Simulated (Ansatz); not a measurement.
# CH4BInO: the cost of one run

Method: the settings change from run to run; program: Ansatz 0.2.0, Gaussian basis.

1 further run of the same task is left out (for a known fault of the program).

## Step 1: The relaxed structure

An earlier PBE0-D4 in a triple-zeta def2 set relaxation fixed the geometry. In takes a core potential in def2 sets; no spin-orbit term is included.

SMILES `B1[CH2][InH][O]1`, 8 atoms, charge 0, spin multiplicity 1.

Atoms are counted from 1 here; the program's logs count them from 0.

Bond lengths: B1–C2 1.606 Å, B1–O4 1.342 Å, B1–H5 1.208 Å, C2–In3 2.144 Å, C2–H6 1.092 Å, C2–H7 1.093 Å, In3–O4 2.103 Å, In3–H8 1.700 Å. Angles: C2–B1–O4 113.6°, C2–B1–H5 124.2°, O4–B1–H5 122.2°, B1–C2–In3 83.5°, B1–C2–H6 117.1°, B1–C2–H7 117.0°, In3–C2–H6 115.0°, In3–C2–H7 115.0°, H6–C2–H7 107.9°, C2–In3–O4 71.2°, C2–In3–H8 167.7°, O4–In3–H8 121.2°, B1–O4–In3 91.8°.

## Step 2: r2SCANh/x2c-TZVPPall

This run has D3(BJ) dispersion, high accuracy.

in.yaml reads:

```yaml
crystal:
  periodic: [false, false, false]
  atoms:
    - {symbol: B, position_ang: [-0.717950, 0.557942, -0.707656]}
    - {symbol: C, position_ang: [0.604925, 0.704010, 0.191703]}
    - {symbol: In, position_ang: [0.234138, -1.360518, 0.636958]}
    - {symbol: O, position_ang: [-1.258000, -0.669771, -0.673592]}
    - {symbol: H, position_ang: [-1.197355, 1.454479, -1.359623]}
    - {symbol: H, position_ang: [0.551011, 1.378397, 1.049507]}
    - {symbol: H, position_ang: [1.542730, 0.901343, -0.332870]}
    - {symbol: H, position_ang: [0.240501, -2.965882, 1.195564]}
basis:
  gaussian: {orbitals: x2c-TZVPPall}
hamiltonian: {xc: {name: r2SCANh}, dispersion: d3bj}
accuracy: high
output: {forces: true}
```

Command:

```console
$ ansatz run in.yaml --threads 2 --pin off --events-out ev --progress --plain --max-ram 4352MiB
```

**Question.** How long does this run take on 2 threads of Arm Neoverse V2, shared host, and how much memory does it need?

About 33 s, with a peak of 1.4 GiB.
